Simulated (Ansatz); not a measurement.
# C2H9BOSi: the cost of one run

Method: RHF/STO-3G, in Ansatz 0.2.0.

## 1. The starting structure

Bond lengths: C1–B2 1.526 Å, B2–C3 1.592 Å, C3–Si4 1.830 Å, Si4–O5 1.696 Å, C1–H6 1.151 Å, C1–H7 1.132 Å, C1–H8 1.088 Å, B2–H9 1.225 Å, C3–H10 1.122 Å, C3–H11 1.130 Å, Si4–H12 1.523 Å, Si4–H13 1.493 Å, O5–H14 0.973 Å. Angles (14 of 22 angles, heavy atoms first): C1–B2–C3 122.8°, B2–C3–Si4 117.4°, C3–Si4–O5 113.1°, C1–B2–H9 117.5°, C3–B2–H9 119.7°, B2–C1–H6 113.0°, B2–C1–H7 111.3°, B2–C1–H8 113.0°, B2–C3–H10 107.7°, B2–C3–H11 106.7°, Si4–C3–H10 111.4°, Si4–C3–H11 107.3°, C3–Si4–H12 106.0°, C3–Si4–H13 112.1°.

Structure file:

```xyz
14

C    -1.1475    1.1065    1.1542
B     0.0918    0.2832    1.4914
C     0.8782   -0.5771    0.4064
Si    0.2929   -0.4869   -1.3250
O     1.1843   -1.4708   -2.3796
H    -0.9380    1.9406    0.3887
H    -1.5395    1.6527    2.0654
H    -1.9549    0.5089    0.7362
H     0.4806    0.2978    2.6529
H     0.9137   -1.6372    0.7714
H     1.9492   -0.2160    0.4188
H    -1.1431   -0.9945   -1.3089
H     0.1869    0.9218   -1.8088
H     0.7323   -1.3584   -3.2343
```

## 2. End point A

The input, input.yaml:

```yaml
crystal:
  periodic: [false, false, false]
  atoms:
    - { symbol: C, position_ang: [-1.1475, 1.1065, 1.1542] }
    - { symbol: B, position_ang: [0.0918, 0.2832, 1.4914] }
    - { symbol: C, position_ang: [0.8782, -0.5771, 0.4064] }
    - { symbol: Si, position_ang: [0.2929, -0.4869, -1.325] }
    - { symbol: O, position_ang: [1.1843, -1.4708, -2.3796] }
    - { symbol: H, position_ang: [-0.938, 1.9406, 0.3887] }
    - { symbol: H, position_ang: [-1.5395, 1.6527, 2.0654] }
    - { symbol: H, position_ang: [-1.9549, 0.5089, 0.7362] }
    - { symbol: H, position_ang: [0.4806, 0.2978, 2.6529] }
    - { symbol: H, position_ang: [0.9137, -1.6372, 0.7714] }
    - { symbol: H, position_ang: [1.9492, -0.216, 0.4188] }
    - { symbol: H, position_ang: [-1.1431, -0.9945, -1.3089] }
    - { symbol: H, position_ang: [0.1869, 0.9218, -1.8088] }
    - { symbol: H, position_ang: [0.7323, -1.3584, -3.2343] }
basis:
  gaussian: { orbitals: STO-3G }
hamiltonian:
  xc: hf
relax:
  f_tol: 0.015
  max_steps: 40
output:
  orbitals: {}
```

Command:

```
> ansatz run input.yaml --threads 1 --pin off --max-ram 2048MiB --backend cpu --events-out ev --progress --plain --runs-dir out
```

Q: Estimate wall time and peak memory on 1 thread of AMD EPYC 7R43 (Zen 3), shared host.

About 9.3 s, with a peak of 0.14 GiB.
